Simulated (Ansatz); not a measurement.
The system is Cd2S.

```xyz
3
Lattice="3.9627 0.0000 0.0000 -1.9813 3.4318 0.0000 0.0000 0.0000 5.8092" Properties=species:S:1:pos:R:3 pbc="T T T"
Cd    0.0000    2.2878    5.4183
Cd    1.9813    1.1439    3.3620
S     0.0000    2.2878    2.1245
```

The cell comes from a database or a generator and needn't be the stable form of this composition.

Program: Ansatz 0.2.0. Alike in all runs: task band structure; potentials or basis Ansatz PAW; no spin polarisation; cell as given; k mesh 8 × 8 × 5; cutoff (eV) 420; smearing fermi-dirac 0.05 eV.

Order these runs on this cell by their pressure, lowest first.
A. level PBE
B. level LDA
C. level PBEsol

B (-4.9 GPa), C (-3.0 GPa), A (-0.1 GPa).

Caveats: the PAW data sets come from PBE, with cores solved anew for the run's functional, which leaves a small shift of forces and pressure (some runs).

Not every run made on this cell is shown here.
